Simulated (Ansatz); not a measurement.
# CH4AlClOSi: basis-set convergence

The task here is to estimate one member of a computed series from the others.

Computed with Ansatz 0.2.0, Gaussian basis. Level: one geometry, several basis sets.

Plan: PBE0-D4/def2-SVP; ωB97M-V/def2-SVP; PBE0-D4/def2-QZVPP; ωB97M-V/def2-QZVPP; the functionals' def2-TZVPP values are taken from earlier runs.

## Structure used throughout

The geometry comes from an earlier relaxation with PBE0-D4 in a triple-zeta def2 set; it is a stationary point, not always the lowest conformer.

SMILES `[AlH2][C@@H]1O[Si@H]1Cl`, 9 atoms, charge 0, spin multiplicity 1.

Atoms are counted from 1 here; the program's logs count them from 0.

Bond lengths: Al1–C2 1.941 Å, Al1–H6 1.586 Å, Al1–H7 1.583 Å, C2–O3 1.527 Å, C2–Si4 1.810 Å, C2–H8 1.093 Å, O3–Si4 1.634 Å, Si4–Cl5 2.029 Å, Si4–H9 1.471 Å. Angles: C2–Al1–H6 118.1°, C2–Al1–H7 119.2°, H6–Al1–H7 122.6°, Al1–C2–O3 118.0°, Al1–C2–Si4 123.0°, Al1–C2–H8 120.1°, O3–C2–Si4 57.9°, O3–C2–H8 110.0°, Si4–C2–H8 111.8°, C2–O3–Si4 69.8°, C2–Si4–O3 52.3°, C2–Si4–Cl5 121.7°, C2–Si4–H9 125.9°, O3–Si4–Cl5 118.1°, O3–Si4–H9 118.3°, Cl5–Si4–H9 109.0°.

Coordinates:

```xyz
9
charge 0, multiplicity 1
Al    1.08945    0.44948    1.43699
C    -0.48829    0.30237    0.31572
O    -1.10385   -1.08179    0.12212
Si   -0.48347   -0.53689   -1.28832
Cl   -1.77452   -0.01914   -2.76522
H     1.54018    1.89644    1.90546
H     1.93265   -0.85177    1.75799
H    -1.27619    1.05757    0.37642
H     0.65253   -1.26256   -1.87836
```

Set-up of the first run:

in.yaml

```yaml
crystal:
  periodic: [false, false, false]
  atoms:
    - {symbol: Al, position_ang: [1.089453, 0.449479, 1.436989]}
    - {symbol: C, position_ang: [-0.488294, 0.302370, 0.315720]}
    - {symbol: O, position_ang: [-1.103850, -1.081794, 0.122120]}
    - {symbol: Si, position_ang: [-0.483466, -0.536892, -1.288317]}
    - {symbol: Cl, position_ang: [-1.774521, -0.019141, -2.765224]}
    - {symbol: H, position_ang: [1.540184, 1.896441, 1.905465]}
    - {symbol: H, position_ang: [1.932651, -0.851769, 1.757992]}
    - {symbol: H, position_ang: [-1.276189, 1.057567, 0.376417]}
    - {symbol: H, position_ang: [0.652535, -1.262564, -1.878363]}
basis:
  gaussian: {orbitals: def2-SVP}
hamiltonian: {xc: pbe0, dispersion: d4}
output: {orbitals: {seedname: orbitals}}
```

The run is started by

```bash
$ ansatz run in.yaml --threads 4 --pin off --events-out ev --progress --plain --max-ram 10444MiB
```

Steps of the session up to this table: PBE0-D4 in def2-SVP; ωB97M-V in def2-SVP; PBE0-D4 in def2-QZVPP; ωB97M-V in def2-QZVPP.

One table of the session follows, with a row left open; its other results are not shown here.

It belongs to the step «Density functionals: the series». 

```
functional       basis  HOMO (eV)  LUMO (eV)
   PBE0-D4    def2-SVP      -7.44      -1.62
   PBE0-D4  def2-TZVPP      -7.49      -1.65
   PBE0-D4  def2-QZVPP          ?          ?
   ωB97M-V    def2-SVP      -9.60       0.08
   ωB97M-V  def2-TZVPP      -9.69      -0.03
   ωB97M-V  def2-QZVPP      -9.72      -0.19
```

Estimate the missing values for PBE0-D4, def2-QZVPP.

As computed: HOMO (eV): -7.52; LUMO (eV): -1.68. In the column «HOMO (eV)» it lies between ωB97M-V, def2-SVP (-9.60) and PBE0-D4, def2-TZVPP (-7.49).
